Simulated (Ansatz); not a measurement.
# Bi (Bismuth): a relaxation

Wanted: a converged relaxation for Bi (Bismuth), and a check of what comes out. The structure is shown as the input types it.

The COD entry's cell or inner coordinates are ideal or old and differ from later refinements, so a difference from it is no clean test against experiment.

Method: DFT, PBE, PAW with Ansatz's default frozen-core files, scalar-relativistic (as first typed), in Ansatz 0.2.0.

## (1) The starting structure

It takes space group R-3m (No. 166, trigonal). Conventional cell: a = 4.653 Å, b = 4.653 Å, c = 12.121 Å, α = 90.00°, β = 90.00°, γ = 120.00°. Around Bi (site symmetry 3m) lie 6 Bi at 3.14 to 3.61 Å.

Coordinates:

```cif
data_structure
_symmetry_space_group_name_H-M 'R-3m:H'
_symmetry_Int_Tables_number 166
_cell_length_a 4.6528
_cell_length_b 4.6528
_cell_length_c 12.1210
_cell_angle_alpha 90.000
_cell_angle_beta 90.000
_cell_angle_gamma 120.000
_cell_volume 227.25
loop_
_atom_site_label
_atom_site_type_symbol
_atom_site_symmetry_multiplicity
_atom_site_Wyckoff_symbol
_atom_site_fract_x
_atom_site_fract_y
_atom_site_fract_z
_atom_site_occupancy
Bi1 Bi 6 c 0.33333 0.66667 0.90067 1
```

## (2) The run

Contents of input.yaml:

```yaml
crystal:
  lattice:
    - [2.3264222754, 1.343160527, 4.0403311668]
    - [-2.3264222754, 1.343160527, 4.0403311668]
    - [0.0, -2.686321054, 4.0403311668]
  atoms:
    - { symbol: Bi, position: [0.234, 0.234, 0.234], spin: 2.0 }
    - { symbol: Bi, position: [0.766, 0.766, 0.766] }
kpoints:
  mp_grid: { grid: [9, 9, 9] }
scf:
  occupations: { method: fermi_dirac, width: 0.05 }
  max_iter: 80
hamiltonian:
  xc: pbe
  pseudopotentials: { kind: paw }
output:
  forces: true
  stress: true
  efg: { contact_densities: true }
relax:
  f_tol: 0.005
  max_steps: 80
  cell: {}
```

The run is started by

```
$ ansatz run input.yaml --threads 1 --pin off --max-ram 2048MiB --backend cpu --events-out ev --progress --plain --runs-dir out
```

Q: Will this input give a usable result? If not, why, and what should change?

The run ended at the input check. It says: «inconsistent input (magnetization.spin_polarized): false but per-atom `spin:`, `per_species`, `initial_magnetization`, `magnetic_field`, or `spin_locking` is set»

The atoms carry spins in the input while the run has one spin channel.

What to do: switch spin polarisation on, or remove the moments.
